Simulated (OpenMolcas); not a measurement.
# Yb³⁺ among point charges: CASSCF levels and susceptibility

How does a field of 3 point charges split the states of Yb³⁺, and what χT follows?

Program: OpenMolcas 26.06. Level of theory: state-averaged CASSCF, spin-orbit coupling by RASSI with atomic mean-field integrals. These are calculated values, not measurements, unless marked.

**1. The system**

| Quantity | Value |
| --- | --- |
| Species | Yb³⁺ (ytterbium, Z = 70, 67 electrons) |
| Basis | ANO-RCC-VDZP [7s6p4d2f1g], 68 functions |
| Scalar Hamiltonian | DKH2, point nucleus |
| Inactive shells | 1s 2s 2p 3s 3p 3d 4s 4p 4d 5s 5p |
| Active space | 13 electrons in 7 orbitals (4f) |
| Some configurations of this space | 4f¹³ |
| Orbitals | optimised for the highest spin of each parity, averaged over all roots |

The outer shells:

4f13
```
4f [↑↓][↑↓][↑↓][↑↓][↑↓][↑↓][↑ ]
```

The ion sits among 3 point charges of -1 e arranged as a planar triangle (D3h), 2.37 Å from the ion.

Each step is its own input file, run in one work folder so that later steps find the files of earlier ones. Labels, J, g values, rates, χT and fits are worked out afterwards by a script from the matrices that RASSI stores.

**2. One- and two-electron integrals**

Input file a.inp:

```
&GATEWAY
Coord
1

Yb 0.0 0.0 0.0
Basis=ANO-RCC-VDZP
Group=NoSym
NoMove
AngMom=0.0 0.0 0.0
AMFI
XField
3 Angstrom 0
2.370000 0.000000 0.000000 -1.000000
-1.185000 2.052480 0.000000 -1.000000
-1.185000 -2.052480 0.000000 -1.000000
&SEWARD
```

Launch:

```bash
$ OMP_NUM_THREADS=1 MOLCAS_MEM=2252 MOLCAS_PROJECT=a pymolcas a.inp > a.log
```

**3. Reference wave functions, doublets, 7 roots**

Input file a.inp:

```
&RASSCF
FileOrb=start.orb
Symmetry=1
Spin=2
nActEl=13 0 0
Inactive=27
Ras2=7
CIRoot=7 7 1
SDav=7
CIMx=300
Iter=120 100
PrWF=0.3
OrbListing=Nothing
MaxOrb=0
>>> COPY $Project.JobIph JOB001
```

start.orb holds the contracted functions of the basis, ordered by shell, or the orbitals of the step before.

**4. RASSI: spin-orbit coupling between the states**

Input file a.inp:

```
&RASSI
NrOfJobIphs=1 7
1 2 3 4 5 6 7
IphNames
JOB001
EJob
SpinOrbit
DIPRint=1.0
SOCoupling=1000.0
Subsets=2
Property=9
'ANGMOM' 1 'ANGMOM' 2 'ANGMOM' 3 'MLTPL  1' 1 'MLTPL  1' 2 'MLTPL  1' 3
'AMFI' 1 'AMFI' 2 'AMFI' 3
SOProperty=3
'ANGMOM' 1 'ANGMOM' 2 'ANGMOM' 3
```

**Question.** What will these runs give? Wanted: spin-free ground state; first state of the same spin within the active space; lowest level; next level.

**Answer**, as computed:

| quantity | value |
| --- | --- |
| method | CASSCF |
| spin-free ground state | 2A1, 1-fold in its orbital part |
| first state of the same spin within the active space | 2A2 at 31.3 cm⁻¹ |
| lowest level | 2-fold E1/2, g = 0.07, 0.07, 8.00 |
| next level | 625.4 cm⁻¹ |
| χT at 300 K | 2.34 cm³ K/mol |
| effective moment at 300 K | 4.33 μB |

The spin-free ground state (2A1) comes to 100 % from free-ion F terms and keeps the highest spin of the shell. Point charges carry no covalency, so the field is a model and not that of real ligands.
